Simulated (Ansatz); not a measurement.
# H6O4SiTi: how energies converge with the basis set

How large a basis does H6O4SiTi need? Two functionals are run in growing sets.

Computed with Ansatz 0.2.0, Gaussian basis. Level: one geometry, several basis sets.

Levels to be run: PBE0-D4/def2-SVP; ωB97M-V/def2-SVP; PBE0-D4/def2-QZVPP; ωB97M-V/def2-QZVPP; the functionals' def2-TZVPP values are taken from earlier runs.

## (1) Structure used throughout

The geometry comes from an earlier relaxation with PBE0-D4 in a triple-zeta def2 set; it is a stationary point, not always the lowest conformer.

12 atoms, charge 0, spin multiplicity 1.

Atoms are counted from 1 here; the program's logs count them from 0.

Bond lengths: O1–Ti2 1.796 Å, O1–H7 0.958 Å, Ti2–O3 1.796 Å, Ti2–O4 1.796 Å, Ti2–O5 1.799 Å, O3–H8 0.958 Å, O4–H9 0.958 Å, O5–Si6 1.631 Å, Si6–H10 1.487 Å, Si6–H11 1.487 Å, Si6–H12 1.487 Å. Angles: Ti2–O1–H7 130.9°, O1–Ti2–O3 109.3°, O1–Ti2–O4 109.2°, O1–Ti2–O5 109.7°, O3–Ti2–O4 109.3°, O3–Ti2–O5 109.6°, O4–Ti2–O5 109.7°, Ti2–O3–H8 131.0°, Ti2–O4–H9 131.1°, Ti2–O5–Si6 178.2°, O5–Si6–H10 110.0°, O5–Si6–H11 110.0°, O5–Si6–H12 109.9°, H10–Si6–H11 109.0°, H10–Si6–H12 109.0°, H11–Si6–H12 109.0°.

## (2) PBE0-D4 in def2-SVP

File in.yaml:

```yaml
crystal:
  periodic: [false, false, false]
  atoms:
    - {symbol: O, position_ang: [-1.764294, -1.468106, -0.332013]}
    - {symbol: Ti, position_ang: [-0.596315, -0.484183, 0.612993]}
    - {symbol: O, position_ang: [0.335851, -1.558607, 1.709308]}
    - {symbol: O, position_ang: [-1.495597, 0.724193, 1.590626]}
    - {symbol: O, position_ang: [0.529845, 0.360698, -0.507592]}
    - {symbol: Si, position_ang: [1.520322, 1.169096, -1.519693]}
    - {symbol: H, position_ang: [-2.719583, -1.425940, -0.387020]}
    - {symbol: H, position_ang: [0.303800, -2.507462, 1.835395]}
    - {symbol: H, position_ang: [-1.523831, 0.872905, 2.536314]}
    - {symbol: H, position_ang: [1.343434, 2.635021, -1.341302]}
    - {symbol: H, position_ang: [1.207360, 0.812144, -2.929196]}
    - {symbol: H, position_ang: [2.936107, 0.815043, -1.233821]}
basis:
  gaussian: {orbitals: def2-SVP}
hamiltonian: {xc: pbe0, dispersion: d4}
output: {orbitals: {seedname: orbitals}}
```

On the command line:

```
ansatz run in.yaml --threads 4 --pin off --events-out ev --progress --plain --max-ram 11315MiB
```

After this run come: ωB97M-V in def2-SVP; PBE0-D4 in def2-QZVPP; ωB97M-V in def2-QZVPP.

Q: Predict the results of all the runs planned. Wanted: PBE0-D4: double and triple zeta above quadruple; ωB97M-V: double and triple zeta above quadruple.

**Answer**, as computed:

```
                                       quantity           value
PBE0-D4: double and triple zeta above quadruple  17.50, 1.20 eV
ωB97M-V: double and triple zeta above quadruple  17.66, 1.11 eV
```

In words: PBE0-D4 gains 16.31 eV from double to triple zeta, then 1.20 eV more. These are total energies; as a rule much of such shifts cancels in differences, which this series doesn't test.
